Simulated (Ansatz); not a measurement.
# SnTe: the cost of one run

Method: DFT LDA, scalar-relativistic, in Ansatz 0.2.0.

## 1. Starting point

Symmetry: Fm-3m, No. 225, cubic system. The conventional cell has a = 6.313 Å, b = 6.313 Å, c = 6.313 Å, α = 90.00°, β = 90.00°, γ = 90.00°. Sn (site symmetry m-3m) has 6 Te at 3.16 Å as nearest neighbours. Te (site symmetry m-3m) is surrounded by 6 Sn at 3.16 Å.

Structure file:

```
Sn Te
1.0
     0.00000    3.15650    3.15650
     3.15650    0.00000    3.15650
     3.15650    3.15650    0.00000
Sn Te
1 1
Direct
  0.00000 0.00000 0.00000
  0.50000 0.50000 0.50000
```

Atoms are numbered in the order of the input: Sn1, Te2.

## 2. After the deformation

Space group Fm-3m before, R-3m after.

## 3. Full-potential LAPW

Contents of input.yaml:

```yaml
crystal:
  lattice:
    - [-0.06313, 3.124935, 3.124935]
    - [3.124935, -0.06313, 3.124935]
    - [3.124935, 3.124935, -0.06313]
  atoms:
    - { symbol: Sn, position: [0.0, 0.0, 0.0] }
    - { symbol: Te, position: [0.5, 0.5, 0.5] }
kpoints:
  mp_grid: { grid: [11, 11, 11] }
  band_path:
    path:
      - [0.0, 0.0, 0.0]
      - [0.5, 0.5, 0.5]
      - [0.2551801333, 0.5, 0.7448198667]
      - [-0.2551801333, 0.2551801333, 0.5]
      - [0.0, 0.0, 0.5]
      - [0.0, 0.0, 0.0]
      - [-0.3775900666, 0.0, 0.3775900666]
      - [0.0, 0.3775900666, 0.6224099334]
      - [0.0, 0.5, 0.5]
    npoints: 5
scf:
  occupations: { method: fermi_dirac, width: 0.08 }
hamiltonian:
  xc: lda
  pseudopotentials: { kind: all_electron, lapw: { basis_error: 0.00025 } }
output:
  forces: true
  stress: true
  eigenvalues: true
```

On the command line:

```sh
$ ansatz run input.yaml --threads 1 --pin off --max-ram 3072MiB --backend cpu --events-out ev --progress --plain --runs-dir out
```

What time and memory should one allow on 1 thread of Intel Xeon Platinum 8488C (Sapphire Rapids), shared host?

About 37 s, with a peak of 0.77 GiB.
